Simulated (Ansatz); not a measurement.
# CH3FN2Si: the cost of one run

Method: the settings change from run to run; program: Ansatz 0.2.0, Gaussian basis.

## 1. The relaxed structure

The structure was relaxed beforehand with PBE0-D4 in a triple-zeta def2 set.

SMILES `N[SiH]1N=C1F`, 8 atoms, charge 0, spin multiplicity 1.

Atoms are counted from 1 here; the program's logs count them from 0.

Bond lengths: N1–Si2 1.683 Å, N1–H6 1.006 Å, N1–H7 1.005 Å, Si2–N3 1.773 Å, Si2–C4 1.763 Å, Si2–H8 1.473 Å, N3–C4 1.271 Å, C4–F5 1.322 Å. Angles: Si2–N1–H6 124.2°, Si2–N1–H7 122.3°, H6–N1–H7 113.5°, N1–Si2–N3 121.7°, N1–Si2–C4 125.4°, N1–Si2–H8 108.3°, N3–Si2–C4 42.1°, N3–Si2–H8 120.8°, C4–Si2–H8 123.7°, Si2–N3–C4 68.5°, Si2–C4–N3 69.4°, Si2–C4–F5 164.1°, N3–C4–F5 126.4°.

Geometry (Å):

```xyz
8
CH3FN2Si
N    -1.4342   -0.2827   -0.2607
Si    0.2210   -0.4808   -0.0325
N     1.4029    0.5960   -0.7998
C     1.3449    0.7872    0.4559
F     2.0136    1.6978    1.1423
H    -1.8860    0.6081   -0.3775
H    -2.0675   -1.0624   -0.3014
H     0.4971   -1.9203    0.1179
```

## 2. CAM-B3LYP/cc-pVTZ-DK

This run has multiplicity 3, finite nuclei.

Input file in.yaml:

```yaml
crystal:
  periodic: [false, false, false]
  atoms:
    - {symbol: N, position_ang: [-1.434233, -0.282700, -0.260669]}
    - {symbol: Si, position_ang: [0.221016, -0.480777, -0.032547]}
    - {symbol: N, position_ang: [1.402946, 0.595952, -0.799778]}
    - {symbol: C, position_ang: [1.344939, 0.787208, 0.455890]}
    - {symbol: F, position_ang: [2.013631, 1.697792, 1.142292]}
    - {symbol: H, position_ang: [-1.885973, 0.608081, -0.377537]}
    - {symbol: H, position_ang: [-2.067451, -1.062357, -0.301360]}
    - {symbol: H, position_ang: [0.497125, -1.920299, 0.117909]}
basis:
  gaussian: {orbitals: cc-pVTZ-DK, nuclear_model: gaussian}
magnetization: {spin_polarized: true, initial_magnetization: 2}
hamiltonian: {xc: {name: CAM-B3LYP}}
output: {forces: true}
```

Started as:

```
> ansatz run in.yaml --threads 2 --pin off --events-out ev --progress --plain --max-ram 4352MiB
```

**Question.** How long does this run take on 2 threads of Intel Xeon 6975P-C, shared host, and how much memory does it need?

About 6 s, with a peak of 0.62 GiB.
